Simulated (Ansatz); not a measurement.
What does this script print? It uses Ansatz 0.2.0, Python API.

`gesb4te4.py`:
```python
from dataclasses import replace

import ansatz as az

params = {
    'xc': 'r2scan',
    'kspacing': 0.44,
    'filling': 'gaussian',
}


def main() -> None:
    lattice = az.Lattice.of(
        [4.33425, 0.0, 0.0],
        [-2.16712, 3.75357, 0.0],
        [0.0, 0.0, 17.36732],
    )
    sites = [
        ('Ge', [0.0, 0.0, 0.0]),
        ('Sb', [1 / 3, 2 / 3, 0.54452]),
        ('Sb', [2 / 3, 1 / 3, 0.45548]),
        ('Sb', [2 / 3, 1 / 3, 0.78579]),
        ('Sb', [1 / 3, 2 / 3, 0.21421]),
        ('Te', [1 / 3, 2 / 3, 0.9018]),
        ('Te', [2 / 3, 1 / 3, 0.0982]),
        ('Te', [0.0, 0.0, 0.68722]),
        ('Te', [0.0, 0.0, 0.31278]),
    ]
    gesb4te4 = az.Crystal(lattice=lattice)
    for symbol, position in sites:
        gesb4te4 = gesb4te4.atom(symbol, position)

    model = gesb4te4.calculation()
    model = model.functional(params['xc']).kpoints(spacing=params['kspacing'])
    model = model.occupations(params['filling'])
    for repeats in [(1, 1, 1), (2, 1, 1), (2, 2, 1), (2, 2, 2)]:
        told = replace(model, crystal=gesb4te4.supercell(*repeats)).session().plan(dry_run=True).describe()
        print(repeats, 'bands', told.n_bands, 'plane waves', tuple(told.n_pw_range), 'k-points', len(told.kweights), 'grid', tuple(told.fft_dense), 'symmetry operations', told.n_sym_ops)


if __name__ == '__main__':
    main()
```

```console
$ python gesb4te4.py
DeckWarning: basis.ecutwfc = 500 eV, auto-derived from the records' recommended cutoffs: set by Ge (their level for a meta-GGA)
(1, 1, 1) bands 78 plane waves (7149, 7184) k-points 4 grid (32, 32, 128) symmetry operations 12
(2, 1, 1) bands 156 plane waves (14331, 14368) k-points 5 grid (64, 32, 128) symmetry operations 8
(2, 2, 1) bands 312 plane waves (28695, 28712) k-points 2 grid (64, 64, 128) symmetry operations 48
(2, 2, 2) bands 624 plane waves (57355, 57404) k-points 2 grid (64, 64, 256) symmetry operations 96
```
(Warnings from the package without file and line, repeats left out.)

The structure comes from a database and needn't be a stable phase.
